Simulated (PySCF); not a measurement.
# RuOCl: structure of the doublet

Where does doublet RuOCl go from a linear start, is the end point a minimum, and what are its modes, charges and moments?

The runs use PySCF 2.14.0; PBE0, basis Ru def2-TZVP with ECP28, O def2-TZVP, Cl def2-TZVP, scalar-relativistic core potentials, no spin–orbit coupling, density fitting.

## 1. Where the work starts

3 atoms, charge 0, spin multiplicity 2.

Bond lengths: Ru1–O2 1.710 Å, Ru1–Cl3 2.240 Å. Angles: O2–Ru1–Cl3 180.0°.

```xyz
3
charge 0 multiplicity 2
Ru    0.0000    0.0000    0.0000
O     0.0000    0.0000   -1.7100
Cl    0.0000    0.0000    2.2400
```

## 2. The SCF at the typed geometry

One driver script runs all steps and calls PySCF; scf.py shows how it sets up the SCF of each step. The optimiser is the driver's own. After this first run the driver tries any further starts and a stability analysis.

scf.py reads:

```python
from pyscf import gto, scf, dft
mol = gto.M(atom='''
Ru     0.000000     0.000000     0.000000
O      0.000000     0.000000    -1.710000
Cl     0.000000     0.000000     2.240000''',
    basis={'Ru': 'def2-TZVP', 'O': 'def2-TZVP', 'Cl': 'def2-TZVP'},
    ecp={'Ru': 'def2-TZVP'},
    charge=0, spin=1)
mf = dft.UKS(mol, xc='PBE0')
mf.grids.atom_grid = (50, 194)
aux = {'Ru': 'def2-universal-JKFIT', 'O': 'def2-universal-JKFIT', 'Cl': 'def2-universal-JKFIT'}
mf = mf.density_fit(auxbasis=aux)
mf.conv_tol = 1e-08
mf.diis_space = 10
mf.max_cycle = 60
mf.init_guess = 'minao'
mf.verbose = 4
mf.kernel()
```

Launch:

```bash
OMP_NUM_THREADS=4 python axn.py task.json out
```

Output:

```text
init E= -622.250169667078
[... the frontier-level lines of each cycle are left out ...]
cycle= 1 E= -629.494389587846  delta_E= -7.24  |g|= 1.16  |ddm|= 3.14
cycle= 2 E= -623.686436473591  delta_E= 5.81  |g|= 2.85  |ddm|= 4.79
cycle= 3 E= -629.484115254332  delta_E= -5.8  |g|= 1.27  |ddm|=  4.7
cycle= 4 E= -629.884577844095  delta_E= -0.4  |g|= 0.673  |ddm|= 0.76
cycle= 5 E= -630.085198827398  delta_E= -0.201  |g|= 0.0935  |ddm|= 0.391
cycle= 6 E= -630.087615453093  delta_E= -0.00242  |g|= 0.0406  |ddm|= 0.058
cycle= 7 E= -630.088357414951  delta_E= -0.000742  |g|= 0.00798  |ddm|= 0.0218
cycle= 8 E= -630.08841189695  delta_E= -5.45e-05  |g|= 0.00452  |ddm|= 0.0118
cycle= 9 E= -630.088456309695  delta_E= -4.44e-05  |g|= 0.00214  |ddm|= 0.0125
cycle= 10 E= -630.088484009636  delta_E= -2.77e-05  |g|= 0.00225  |ddm|= 0.00782
cycle= 11 E= -630.088421884161  delta_E= 6.21e-05  |g|= 0.00179  |ddm|= 0.0191
cycle= 12 E= -630.088344843817  delta_E= 7.7e-05  |g|= 0.00125  |ddm|= 0.0442
cycle= 13 E= -630.088341522924  delta_E= 3.32e-06  |g|= 0.000515  |ddm|= 0.0116
cycle= 14 E= -630.088341931817  delta_E= -4.09e-07  |g|= 0.000428  |ddm|= 0.00238
cycle= 15 E= -630.088342242489  delta_E= -3.11e-07  |g|= 0.000196  |ddm|= 0.000855
cycle= 16 E= -630.0883424541  delta_E= -2.12e-07  |g|= 9.23e-05  |ddm|= 0.00104
cycle= 17 E= -630.08834249483  delta_E= -4.07e-08  |g|= 4.76e-05  |ddm|= 0.000441
cycle= 18 E= -630.088342508719  delta_E= -1.39e-08  |g|= 4.43e-05  |ddm|= 0.000309
cycle= 19 E= -630.088342510981  delta_E= -2.26e-09  |g|= 7.11e-06  |ddm|= 0.000115
Extra cycle  E= -630.08834251109  delta_E= -1.1e-10  |g|= 1.16e-05  |ddm|= 2.41e-05
converged SCF energy = -630.08834251109  <S^2> = 0.75571884  2S+1 = 2.0057107
```

This step, with its further starts and checks, needed 16 s of wall time on 4 threads of Arm Neoverse V1, shared host.

The starts that the driver tried:

```csv
start,energy (Eh)
the minimal-basis guess,-630.088343
a thermally smeared density,-630.092120
a smeared PBE density,-630.092120
```

This is not the lowest solution: one lies 14.7 kJ/mol lower, at -630.09394 Eh, and the relaxation starts from that.

## 3. Relaxing the doublet from the linear start

The program finds C∞v symmetry in the start, which this walk keeps.

scf.py: that of step 2 with these lines changed.

```diff
@@ -3,3 +3,3 @@
-Ru     0.000000     0.000000     0.000000
-O      0.000000     0.000000    -1.710000
-Cl     0.000000     0.000000     2.240000''',
+Ru     0.000000    -0.000000    -0.333483
+O      0.000000    -0.000000    -2.043483
+Cl     0.000000     0.000000     1.906517''',
@@ -16 +15,0 @@
-mf.init_guess = 'minao'
```

The optimiser's trace:

| step | energy (Eh) | change (kJ/mol) | largest symmetric gradient (Eh/bohr) |
| --- | --- | --- | --- |
| 0 | -630.093941 | 0.00 | 0.06591 |
| 1 | -630.099877 | -15.59 | 0.01306 |
| 2 | -630.100008 | -15.93 | 0.00166 |
| 3 | -630.100017 | -15.95 | 0.00003 |

The walk took 9.3 s.

Geometry (Å) and forces (eV/Å) at some steps, with the part that breaks the symmetry left in:

```
step 0
Ru   0.000   0.000  -0.333   0.309   0.113  -2.919
O    0.000   0.000  -2.043  -0.175  -0.064   3.389
Cl   0.000   0.000   1.907  -0.134  -0.049  -0.471
step 1
Ru   0.000   0.000  -0.358   0.164   0.060   0.671
O    0.000   0.000  -1.975  -0.095  -0.035  -0.434
Cl   0.000   0.000   1.863  -0.069  -0.025  -0.238
step 2
Ru   0.000   0.000  -0.351   0.182   0.067  -0.012
O    0.000   0.000  -1.978  -0.105  -0.039   0.085
Cl   0.000   0.000   1.859  -0.077  -0.029  -0.074
step 3
Ru   0.000   0.000  -0.350   0.171   0.063  -0.001
O    0.000   0.000  -1.975  -0.098  -0.036   0.000
Cl   0.000   0.000   1.855  -0.073  -0.027   0.001
```

It settles in C∞v symmetry, 16.0 kJ/mol below the start, after 3 steps: Ru–Cl 2.205 Å, Ru–O 1.625 Å; Cl–Ru–O 180.0°. A gradient of 0.0033 Eh/bohr that breaks the symmetry is left: this electronic state wants a lower symmetry.

## 4. Releasing the symmetry

The geometry is nudged along the force that breaks the symmetry.

The program finds Cs symmetry in the start, which may break.

scf.py: that of step 3 with these lines changed.

```diff
@@ -3,3 +3,3 @@
-Ru     0.000000    -0.000000    -0.333483
-O      0.000000    -0.000000    -2.043483
-Cl     0.000000     0.000000     1.906517''',
+Ru     0.006519     0.002403    -0.334509
+O     -0.014392    -0.005305    -1.959288
+Cl    -0.012413    -0.004575     1.870997''',
```

The optimiser's trace:

| step | energy (Eh) | change (kJ/mol) | largest gradient (Eh/bohr) |
| --- | --- | --- | --- |
| 0 | -630.100201 | 0.00 | 0.00514 |
| 1 | -630.100651 | -1.18 | 0.00667 |
| 2 | -630.101503 | -3.42 | 0.00810 |
| 3 | -630.102523 | -6.10 | 0.00891 |
| 4 | -630.103785 | -9.41 | 0.00869 |
| 5 | -630.104215 | -10.54 | 0.05476 |
| 6 | -630.107346 | -18.76 | 0.01984 |
| 7 | -630.108083 | -20.70 | 0.01208 |
| 8 | -630.108712 | -22.34 | 0.01554 |
| 9 | -630.109209 | -23.65 | 0.01304 |
| 10 | -630.109564 | -24.58 | 0.00233 |
| 11 | -630.109578 | -24.62 | 0.00051 |
| 12 | -630.109578 | -24.62 | 0.00003 |

The walk took 30 s.

Positions (Å) and forces (eV/Å) along the way:

```
step 0
Ru   0.007   0.002  -0.335   0.264   0.098   0.022
O   -0.014  -0.005  -1.959  -0.151  -0.056  -0.059
Cl  -0.012  -0.005   1.871  -0.113  -0.042   0.037
step 1
Ru   0.029   0.011  -0.335   0.343   0.126  -0.057
O   -0.027  -0.010  -1.960  -0.195  -0.072   0.016
Cl  -0.022  -0.008   1.872  -0.149  -0.055   0.041
step 6
Ru   0.275   0.102  -0.363   0.309   0.124   1.020
O   -0.166  -0.061  -1.905  -0.299  -0.110  -0.340
Cl  -0.130  -0.048   1.845  -0.010  -0.013  -0.680
step 12
Ru   0.397   0.147  -0.353   0.003  -0.004   0.002
O   -0.238  -0.088  -1.824   0.000  -0.001  -0.002
Cl  -0.180  -0.066   1.754  -0.002   0.005   0.000
```

End point (Cs, 12 steps, 24.6 kJ/mol gained): Ru–Cl 2.194 Å, Ru–O 1.619 Å; Cl–Ru–O 139.0°.

## 5. Is it a minimum? Harmonic modes

The point is checked on the finer grid, and tightened if its gradient asks for it. The Hessian and the dipole derivatives come from central differences of analytic gradients, with steps of 0.02 bohr.

scf.py: that of step 4 with these lines changed.

```diff
@@ -3,3 +3,3 @@
-Ru     0.006519     0.002403    -0.334509
-O     -0.014392    -0.005305    -1.959288
-Cl    -0.012413    -0.004575     1.870997''',
+Ru     0.198707     0.073240    -0.327906
+O     -0.437017    -0.161077    -1.798879
+Cl    -0.378801    -0.139619     1.778408''',
@@ -10 +10 @@
-mf.grids.atom_grid = (50, 194)
+mf.grids.atom_grid = (75, 302)
@@ -13 +13 @@
-mf.conv_tol = 1e-08
+mf.conv_tol = 1e-10
```

This SCF starts from the last density.

Log of the central SCF (cycles and frontier levels):

```text
init E= -630.109603884173
[... the frontier-level lines of each cycle are left out ...]
cycle= 1 E= -630.109603884172  delta_E= 2.27e-13  |g|= 4.6e-06  |ddm|= 5.37e-06
Extra cycle  E= -630.109603884081  delta_E= 9.14e-11  |g|= 1.72e-05  |ddm|= 9.46e-06
converged SCF energy = -630.109603884081  <S^2> = 1.1146857  2S+1 = 2.3363952
```

The whole step took 42 s.

Geometry: Cs; Ru–Cl 2.194 Å, Ru–O 1.620 Å; Cl–Ru–O 139.0°.

Harmonic modes (main isotopes):

```json
{"symmetry": "a'", "ω (cm⁻¹)": "141", "IR (km/mol)": "10.6", "μ (u)": "22.05", "type": "bend"}
{"symmetry": "a'", "ω (cm⁻¹)": "411", "IR (km/mol)": "52.3", "μ (u)": "40.28", "type": "stretch"}
{"symmetry": "a'", "ω (cm⁻¹)": "1038", "IR (km/mol)": "204", "μ (u)": "18.05", "type": "stretch"}
```

No imaginary mode, so this is a minimum.

Constants and moments:

| Property | Result |
| --- | --- |
| Dipole moment | 1.43 D |
| Highest occupied level | -7.10 eV |
| Lowest empty level | -3.87 eV |
| Rotational constants | 1.458, 0.09606, 0.09012 cm⁻¹ |
| Zero-point energy | 9.5 kJ/mol |
| Principal polarisabilities | 37.7, 40.5, 70.3 bohr³ |
| Atomisation energy without zero-point energy | 786 kJ/mol |
| Principal traceless quadrupole moments about the centre of mass | -4.71, 1.89, 2.82 D Å |
| Entropy at 298.15 K and 1 bar (electronic part: spin only) | 295.2 J/(mol K) |
| Heat capacity Cp at 298.15 K | 48.7 J/(mol K) |
| Enthalpy at 298.15 K above 0 K | 12.52 kJ/mol |
| Rotational symmetry number | 1 |
| Spin squared ⟨S²⟩ | 1.115 |

Populations by atom (charges in e):

```tsv
atom	Mulliken	Löwdin	polar tensor	spin (Mulliken)	Mayer order to Ru1
Ru1	0.87	0.18	1.27	0.85	–
O2	-0.48	-0.19	-0.73	0.24	2.08
Cl3	-0.38	0.02	-0.53	-0.08	1.03
```

Mulliken populations on Ru1 (outside its core potential): s 2.46, p 6.16, d 6.49, f 0.02.

## 6. Results

```
                                          quantity                                        value
                                           minimum                                  doublet, Cs
                                          geometry  Ru–Cl 2.194 Å, Ru–O 1.620 Å; Cl–Ru–O 139.0°
                                wavenumbers (cm⁻¹)                141 (a'), 411 (a'), 1038 (a')
                                     dipole moment                                       1.43 D
highest occupied, lowest empty level (either spin)                              -7.10, -3.87 eV
                        polar-tensor charge of Ru1                                      +1.27 e
                                 zero-point energy                                   9.5 kJ/mol
                               entropy at 298.15 K                              295.2 J/(mol K)
         atomisation energy (no zero-point energy)                                   786 kJ/mol
                                              ⟨S²⟩                                        1.115
```

What this shows: From C∞v at the start the molecule goes to a Cs minimum. The determinant is spin-contaminated (⟨S²⟩ = 1.11 against 0.75), so it is no pure spin state. The strongest infrared band lies at 1038 cm⁻¹ (a', stretch). Most of the spin sits on Ru1 (Mulliken spin 0.85, against 1 for the whole molecule). The first SCF alone would have been 15 kJ/mol too high. Other starts or spin states, not run here, may lie lower. Open d and f shells are described by one determinant, and the ground state may have another occupation or spin.

The search up to here needed 97 s of wall time on 4 threads of Arm Neoverse V1, shared host.
